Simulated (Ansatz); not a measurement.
**C₉H₁₀: one species, many methods**

Aim: compute C₉H₁₀ with functionals from several rungs and with coupled cluster, and see how far each lands from CCSD(T) at the basis-set limit for the atomisation energy.

Program: Ansatz 0.2.0, Gaussian basis. Level of theory: functionals in def2-TZVPP, the program's frozen cores in correlated methods. These are calculated values, not measurements.

Levels to be run: LDA (SPW92), PBE-D4, revPBE-D4, BLYP-D4, r2SCAN-D4, B97M-V, PBE0-D4, B3LYP-D4, r2SCANh-D4, r2SCAN0-D4, HSE06-D4, BHLYP-D4, CAM-B3LYP-D4, LC-ωPBE, ωB97X-V, ωB97M-V, B2PLYP, PBE-QIDH; CCSD(T)/def2-SVP; CCSD(T)/def2-TZVPP; MP2/def2-QZVPP; extrapolation to the limit; RPA on PBE.

### Step 1. The relaxed structure

The geometry comes from an earlier relaxation with PBE0-D4 in a triple-zeta def2 set; it is a stationary point, not always the lowest conformer.

SMILES `c1ccc2c(c1)CCC2`, 19 atoms, charge 0, spin multiplicity 1.

Atoms are counted from 1 here; the program's logs count them from 0.

Bond lengths: C1–C2 1.389 Å, C1–C6 1.389 Å, C1–H10 1.084 Å, C2–C3 1.389 Å, C2–H11 1.084 Å, C3–C4 1.384 Å, C3–H12 1.085 Å, C4–C5 1.393 Å, C4–C9 1.503 Å, C5–C6 1.384 Å, C5–C7 1.503 Å, C6–H13 1.085 Å, C7–C8 1.535 Å, C7–H14 1.097 Å, C7–H15 1.092 Å, C8–C9 1.535 Å, C8–H16 1.094 Å, C8–H17 1.091 Å and more. Angles: C2–C1–C6 120.4°, C2–C1–H10 119.7°, C6–C1–H10 119.8°, C1–C2–C3 120.4°, C1–C2–H11 119.7°, C3–C2–H11 119.8°, C2–C3–C4 119.1°, C2–C3–H12 120.2°, C4–C3–H12 120.7°, C3–C4–C5 120.4°, C3–C4–C9 129.3°, C5–C4–C9 110.3°, C4–C5–C6 120.4°, C4–C5–C7 110.3°, C6–C5–C7 129.3°, C1–C6–C5 119.1°, C1–C6–H13 120.2°, C5–C6–H13 120.7° and more.

### Step 2. LDA

This LDA is Slater exchange with PW92 correlation.

in.yaml reads:

```yaml
crystal:
  periodic: [false, false, false]
  atoms:
    - {symbol: C, position_ang: [1.958098, 0.879323, -1.346657]}
    - {symbol: C, position_ang: [2.494403, 0.419492, -0.151078]}
    - {symbol: C, position_ang: [1.675965, -0.160927, 0.810047]}
    - {symbol: C, position_ang: [0.318295, -0.270235, 0.562437]}
    - {symbol: C, position_ang: [-0.219750, 0.191011, -0.637100]}
    - {symbol: C, position_ang: [0.596255, 0.764651, -1.597099]}
    - {symbol: C, position_ang: [-1.700726, -0.059684, -0.674508]}
    - {symbol: C, position_ang: [-2.045804, -0.300484, 0.802087]}
    - {symbol: C, position_ang: [-0.760174, -0.865955, 1.422414]}
    - {symbol: H, position_ang: [2.605969, 1.335778, -2.086486]}
    - {symbol: H, position_ang: [3.557734, 0.519707, 0.035250]}
    - {symbol: H, position_ang: [2.098294, -0.515704, 1.744552]}
    - {symbol: H, position_ang: [0.180498, 1.128141, -2.531203]}
    - {symbol: H, position_ang: [-1.913349, -0.952248, -1.276263]}
    - {symbol: H, position_ang: [-2.266834, 0.763187, -1.116789]}
    - {symbol: H, position_ang: [-2.278982, 0.657730, 1.275110]}
    - {symbol: H, position_ang: [-2.909520, -0.953232, 0.938516]}
    - {symbol: H, position_ang: [-0.652916, -0.620261, 2.481346]}
    - {symbol: H, position_ang: [-0.737453, -1.960280, 1.345432]}
basis:
  gaussian: {orbitals: def2-TZVPP}
hamiltonian: {xc: lda}
output: {orbitals: {seedname: orbitals}}
```

Command:

```sh
ansatz run in.yaml --threads 2 --pin off --events-out ev --progress --plain --max-ram 22528MiB --backend cuda --devices 0, --max-vram 18GiB
```

After this run come: PBE-D4 (GGA); revPBE-D4 (GGA); BLYP-D4 (GGA); r2SCAN-D4 (meta-GGA); B97M-V (meta-GGA); PBE0-D4 (hybrid); B3LYP-D4 (hybrid); r2SCANh-D4 (hybrid); r2SCAN0-D4 (hybrid); HSE06-D4 (hybrid); BHLYP-D4 (hybrid); CAM-B3LYP-D4 (range-separated); LC-ωPBE (range-separated); ωB97X-V (range-separated); ωB97M-V (range-separated); B2PLYP (double hybrid); PBE-QIDH (double hybrid); CCSD(T) in def2-SVP; CCSD(T) in def2-TZVPP; MP2 in def2-QZVPP; RPA on PBE orbitals.

Q: Predict the results of all the runs planned. Wanted: atomisation energy, CCSD(T)/CBS; farthest beyond LDA; mean size of error, GGA; mean size of error, meta-GGA; mean size of error, hybrid; mean size of error, range-separated; mean size of error, double hybrid; gap, smallest and largest; T1 diagnostic.

**Answer**, as computed:

| quantity | value |
| --- | --- |
| atomisation energy, CCSD(T)/CBS | 91.967 eV |
| functionals within 0.460 eV (0.5 %) | BLYP-D4, B3LYP-D4, r2SCANh-D4, r2SCAN0-D4, ωB97X-V, B2PLYP |
| farthest beyond LDA | PBE-D4 (+3.350 eV) |
| mean size of error, GGA | 1.559 eV |
| mean size of error, meta-GGA | 0.771 eV |
| mean size of error, hybrid | 1.165 eV |
| mean size of error, range-separated | 0.536 eV |
| mean size of error, double hybrid | 0.686 eV |
| gap, smallest and largest | 4.60 eV (LDA (SPW92)), 11.07 eV (LC-ωPBE) |
| T1 diagnostic | 0.0098 |
| triples share of the correlation energy | 4.9 % |

LDA overbinds by 14.169 eV (15 %). PBE-D4 is off by +3.350 eV. Double hybrids carry the basis error of their MP2 part in triple zeta, and no dispersion term here, so their miss is partly the set-up's. Taken by rung, range-separated functionals do best (0.536 eV on average) and GGA ones worst beyond LDA (1.559 eV). hybrid functionals lie within the reference's doubt of that worst mean (1.165 eV), so those two tie. The gap between the best rungs is small, so their order is not settled. The reference freezes the cores and leaves out relativity and excitations past (T), so misses under about 0.460 eV can't be ranked. Hartree-Fock recovers 75 % of the binding; the rest is correlation. CCSD(T) in def2-SVP is off by -2.874 eV, more than most functionals: a good method in a small basis is no reference. The gap grows from 4.6 to 11.1 eV across the functionals, mostly with the share of exact exchange. The restricted reference is unstable towards a spin-broken one.
